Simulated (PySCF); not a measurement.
# CoF4 ([CoF4]2-): the cost of one run

Programs: PySCF 2.14.0, with routines of our own; each step states its level. All values are computed. Atoms count from 0.

## 1. The starting structure

5 atoms, charge -2, states of the metal's open shell are computed; geometry from: model start, shaken.

## 2. Geometry optimisation at PBE0-D3(BJ)/def2-TZVP

Job settings and geometry (Å):

```
{"job": {"xc": "PBE0", "basis": "def2-TZVP", "d3": "d3bj", "grid": 1, "maxiter": 45, "solvent": "water", "kind": "geom"}, "charge": -2, "metal": "Co", "open_shell": "d7"}
Co     0.000020     0.004480    -0.004110
F      1.816640    -0.006820    -0.014870
F     -1.829100     0.020100    -0.007380
F     -0.009310     1.837350     0.005350
F      0.001580    -1.843960    -0.000440
```

Command:

```sh
OMP_NUM_THREADS=1 python lf_run.py task.json out
```

The driver reads the jobs from task.json and runs them one after another.

**Question.** How long does this first job take on 1 thread of Arm Neoverse V1, shared host, and how much memory does it need?

About 1.9 min, with a peak of 0.95 GiB.
